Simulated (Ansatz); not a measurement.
Consider the interaction energy of a dimer with the counterpoise correction of CH₃I, SMILES CI (the Python package of Ansatz (0.2.0)).

`ch3i_dimer.py`
```python
'''Binding of a CH3I dimer at a trial geometry.'''

import ansatz

FIRST = [
    ('C', (-0.0064, -0.1694, 0.1416)),
    ('I', (0.3632, 1.381, -1.2882)),
    ('H', (0.7036, -0.8786, 0.1339)),
    ('H', (-0.0662, 0.3052, 1.1334)),
    ('H', (-0.9943, -0.6383, -0.1205)),
]
SECOND = [
    ('C', (-0.5078, 2.9644, 1.2916)),
    ('I', (-2.2639, 4.1894, 1.2974)),
    ('H', (0.0818, 3.1315, 2.0863)),
    ('H', (-0.8391, 1.9145, 1.2716)),
    ('H', (0.0653, 3.2047, 0.3544)),
]

def energy(atoms, ghosts=()):
    molecule = ansatz.Crystal.molecule()
    for symbol, xyz in atoms:
        molecule = molecule.atom(symbol, xyz)
    calc = (
        molecule.calculation()
        .basis(gaussian='def2-SVPD')
        .functional('PBE0')
    )
    deck = calc.input()
    if ghosts:
        deck = deck.set(ansatz.key.basis.gaussian.ghost_atoms, [{'symbol': s, 'position_ang': list(xyz)} for s, xyz in ghosts])
    return ansatz.Session.from_dict(deck).plan().execute().report['free_energy_ev']

# monomers in their own basis and in the basis of the dimer
both = energy(FIRST + SECOND)
alone = energy(FIRST) + energy(SECOND)
ghosted = energy(FIRST, SECOND) + energy(SECOND, FIRST)
print(f'dimer {both:.6f} eV')
print(f'interaction, uncorrected   {96.485332 * (both - alone):8.3f} kJ/mol')
print(f'interaction, counterpoise  {96.485332 * (both - ghosted):8.3f} kJ/mol')
print(f'basis-set superposition    {96.485332 * (alone - ghosted):8.3f} kJ/mol')
```

How large is the interaction at this pose, and how much of it is basis-set superposition?

Uncorrected it is 42.665 kJ/mol, with the counterpoise correction 47.065 kJ/mol; the difference, 4.400 kJ/mol, is the superposition error. In this basis both values are repulsive.

What the script printed:

Output of `python ch3i_dimer.py`:
```text
dimer -18369.141092 eV
interaction, uncorrected     42.665 kJ/mol
interaction, counterpoise    47.065 kJ/mol
basis-set superposition       4.400 kJ/mol
```

Caveats:
- Total energies depend on the basis set; only differences at equal settings carry meaning.
- The dimer is a generated trial pose of unrelaxed monomers, not a minimum, so the figure is no binding energy, and the basis set is small.
- def2 sets replace the cores of elements past krypton by effective core potentials.
- This level lacks the dispersion part of the attraction (electrostatics and induction are there), which can decide the sign where the interaction is weak.
- The whole script took 27 s on 1 thread of Arm Neoverse V1, on a shared host, peak memory 0.39 GiB.
